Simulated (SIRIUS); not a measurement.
**Pb: equation of state with WC**

The system is Pb.

```
CELL_PARAMETERS angstrom
0.00000 2.47502 2.47502
2.47502 0.00000 2.47502
2.47502 2.47502 0.00000
ATOMIC_POSITIONS crystal
Pb 0.00000 0.00000 0.00000
```

```
Program             : SIRIUS 7.12.0
Task                : equation of state
Functional          : WC
Potentials or basis : all-electron FP-LAPW
Cutoff              : 157 eV
Basis               : apw+lo standard
k mesh              : 9 × 9 × 9
Occupations         : fermi-dirac, width 0.05 eV
Spin                : no spin polarisation
```

The equilibrium volume is 30.01 Å³/atom. The bulk modulus is 49 GPa and the pressure derivative of the bulk modulus is 4.4 (rough: it moves with the points fitted).

Energy against volume, from the lowest point:
| volume (Å³/atom) | energy (meV/atom) |
| --- | --- |
| 28.503 | 12.49 |
| 29.110 | 4.16 |
| 29.716 | 0.36 |
| 30.323 | 0.00 |
| 30.929 | 3.64 |
| 31.535 | 10.81 |
| 32.142 | 20.05 |

All runs of the series together: 5.4 min on 1 thread of Arm Neoverse V1, with other jobs on the host.

The cell as given is a measured one (30.32 Å³/atom); WC puts the equilibrium volume -1.0 % from it, thermal expansion not counted.

Caveat: the basis cutoff falls short for Ag, Pd and Pb here, so volumes come out up to a per cent or two small and moduli rough. The run has no spin-orbit coupling, so splittings on Pb are missing.
